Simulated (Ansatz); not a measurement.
# ZrGa3: pressure against volume

An exercise on one series of results from a longer session: the logs are not shown, and one member is left open.

Method: DFT LDA, scalar-relativistic, in Ansatz 0.2.0.

**The starting structure**

The structure is tetragonal, space group I4/mmm (No. 139). The conventional cell has a = 3.971 Å, b = 3.971 Å, c = 8.729 Å, α = 90.00°, β = 90.00°, γ = 90.00°. Zr (site symmetry 4/mmm) has 12 Ga at 2.81 to 2.95 Å as nearest neighbours. Ga (site symmetry 4/mmm) is surrounded by 4 Zr at 2.81 Å and 8 Ga at 2.95 Å. Ga (site symmetry -4m2) has 8 Ga at 2.81 to 2.95 Å and 4 Zr at 2.95 Å as nearest neighbours.

Structure file:

```
Zr Ga
1.0
    -1.98550    1.98550    4.36450
     1.98550   -1.98550    4.36450
     1.98550    1.98550   -4.36450
Zr Ga
1 3
Direct
  0.00000 0.00000 0.00000
  0.50000 0.50000 0.00000
  0.75000 0.25000 0.50000
  0.25000 0.75000 0.50000
```

Atoms are numbered in the order of the input: Zr1, Ga2, Ga3, Ga4.

Set-up of the first run:

input.yaml reads:

```yaml
crystal:
  lattice:
    - [-1.9586656294, 1.9586656294, 4.3055130394]
    - [1.9586656294, -1.9586656294, 4.3055130394]
    - [1.9586656294, 1.9586656294, -4.3055130394]
  atoms:
    - { symbol: Zr, position: [0.0, 0.0, 0.0] }
    - { symbol: Ga, position: [0.5, 0.5, 0.0] }
    - { symbol: Ga, position: [0.75, 0.25, 0.5] }
    - { symbol: Ga, position: [0.25, 0.75, 0.5] }
kpoints:
  mp_grid: { grid: [12, 12, 12] }
  band_path:
    path:
      - [0.0, 0.0, 0.0]
      - [0.0, 0.0, 0.5]
      - [0.25, 0.25, 0.25]
      - [0.0, 0.5, 0.0]
      - [0.0, 0.0, 0.0]
      - [0.5, 0.5, -0.5]
      - [0.3017381381, 0.6982618619, -0.3017381381]
      - [-0.3017381381, 0.3017381381, 0.3017381381]
      - [0.0, 0.0, 0.0]
    npoints: 5
scf:
  occupations: { method: fermi_dirac, width: 0.03 }
hamiltonian:
  xc: lda
  pseudopotentials: { kind: all_electron, lapw: { basis_error: 0.001 } }
output:
  forces: true
  stress: true
  eigenvalues: true
```

Started as:

```
$ ansatz run input.yaml --threads 1 --pin off --max-ram 4096MiB --backend cpu --events-out ev --progress --plain --runs-dir out
```

Steps of the session up to this table: Volume × 0.96, LAPW; Volume × 0.96, PAW; Volume × 0.96, crystal datasets; Volume × 0.99, LAPW; Volume × 0.99, PAW; Volume × 0.99, crystal datasets; Volume × 1.02, LAPW; Volume × 1.02, PAW; Volume × 1.02, crystal datasets; Volume × 1.06, LAPW; Volume × 1.06, PAW; Volume × 1.06, crystal datasets.

One table of the session follows, with a row left open; its other results are not shown here.

```
          method  volume (Å³/atom)  pressure (GPa)
            LAPW            16.518           -1.14
            LAPW            17.034           -4.38
            LAPW            17.550           -7.08
            LAPW            18.238           -9.97
             PAW            16.518           -1.19
             PAW            17.034               ?
             PAW            17.550           -7.12
             PAW            18.238          -10.01
crystal datasets            16.518           -1.14
crystal datasets            17.034           -4.38
crystal datasets            17.550           -7.08
crystal datasets            18.238           -9.97
```

**Question.** Estimate the row for PAW, 17.034.

The run gave: pressure (GPa): -4.42. In the column «pressure (GPa)» it lies between crystal datasets, 17.550 (-7.08) and LAPW, 17.034 (-4.38).

To keep in mind: Warnings in the runs' records: gradients without spin orbit, crystal datasets made.
